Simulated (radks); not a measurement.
# Taking charge from the 3s level of Al⁺ in fractions

The task here is to estimate one member of a computed series from the others.

The numbers are computed with radks (a radial shooting solver on a logarithmic mesh, Libxc functionals) version 1 (scalar-relativistic Kohn-Sham, r2SCAN, spin-polarised, spherical densities, finite nucleus), except any that are marked as measured or tabulated.

### The system

```
element            : aluminium (Z = 13)
charge             : +1
electrons          : 12
configuration      : [Ne] 3s(up 1, down 1)
nuclear rms radius : 3.061 fm
```

A shell typed twice in an input gives spin up, then spin down.

The first run:

Input:

```text
Z 13
configuration [Ne] 3s1 3s1
relativity scalar-relativistic
functional r2scan,r2scan
spin polarised
nucleus finite rms 3.061 fm
c 137.035999084
```

Among the steps run: Start: [Ne] 3s(up 1, down 1).

One of the session's tables, all rows but one given; the rest of the session is left out.

Sizes of the orbitals, from the radial functions (bohr):

| level | <r> | outermost maximum (interpolated) | 90 % within | nodes |
| --- | --- | --- | --- | --- |
| 1s | 0.1202 | 0.0784 | 0.215 | 0 |
| 2s | ? | ? | ? | ? |
| 2p | 0.6015 | 0.429 | 1.02 | 0 |
| 3s | 2.394 | 2.03 | 3.60 | 2 |

Estimate the missing values for 2s.

As computed: <r>: 0.6231; outermost maximum (interpolated): 0.496; 90 % within: 0.985; nodes: 1. In the column «<r>» it lies between 2p (0.6015) and 3s (2.394).
